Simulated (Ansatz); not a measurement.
# TiAu2: a single-point run

Wanted: a converged single-point run for TiAu2, and a check of what comes out. The structure is shown as the input types it.

Program: Ansatz 0.2.0. Level of theory: DFT, r2SCAN, all-electron LAPW, scalar-relativistic (as first typed). These are calculated values, not measurements.

8 further runs of the same task are left out: 8 that didn't finish.

## Step 1: The system as given

Symmetry: Cm, No. 8, monoclinic system. Conventional cell: a = 4.861 Å, b = 4.861 Å, c = 4.930 Å, α = 90.00°, β = 119.54°, γ = 90.00°. Ti (site symmetry m) is surrounded by 10 Au at 2.67 to 3.09 Å. Au (site symmetry m) has 4 Ti at 2.68 to 2.89 Å and 5 Au at 2.70 to 2.91 Å as nearest neighbours. Au (site symmetry m) is surrounded by 5 Ti at 2.67 to 2.95 Å and 5 Au at 2.70 to 2.91 Å.

Coordinates:

```
CELL_PARAMETERS angstrom
-1.71864 1.71864 4.28941
1.71864 -1.71864 4.28941
1.71864 1.71864 -4.28941
ATOMIC_POSITIONS crystal
Ti 0.01678 0.01678 0.05000
Au 0.64760 0.64760 0.95000
Au 0.33562 0.33562 0.00000
```

## Step 2: Running it

input.yaml reads:

```yaml
crystal:
  lattice:
    - [-1.718637395, 1.718637395, 4.28940891]
    - [1.718637395, -1.718637395, 4.28940891]
    - [1.718637395, 1.718637395, -4.28940891]
  atoms:
    - { symbol: Ti, position: [0.016780832, 0.016780832, 0.05], spin: 1.0 }
    - { symbol: Au, position: [0.647602528, 0.647602528, -0.05] }
    - { symbol: Au, position: [0.33561664, 0.33561664, 0.0] }
magnetization:
  spin_polarized: true
kpoints:
  mp_grid: { grid: [12, 12, 12] }
scf:
  occupations: { method: fermi_dirac, width: 0.05 }
hamiltonian:
  xc: r2scan
  pseudopotentials: { kind: all_electron, lapw: { basis_error: 0.001 } }
output:
  forces: true
  stress: true
  eigenvalues: true
  populations: true
```

Run with:

```sh
$ ansatz run input.yaml --threads 1 --pin off --max-ram 3072MiB --backend cpu --events-out ev --progress --plain --runs-dir out
```

**Question.** How will this run end, and is anything wrong with its input?

The program refused the input before any cycle. It says: «memory limit exceeded: the `scf loop` phase needs 4.94 GiB against the run's memory maximum of 3.00 GiB; largest carriers: full-potential states 2.18 GiB, wavefunctions 0.95 GiB, full-potential basis 0.78 GiB ...»

The job doesn't fit into the memory allowed. It asks for 4.94 GiB, and 3.00 GiB are there.

What to do: delete hamiltonian.pseudopotentials.lapw.basis_error (the default then holds).
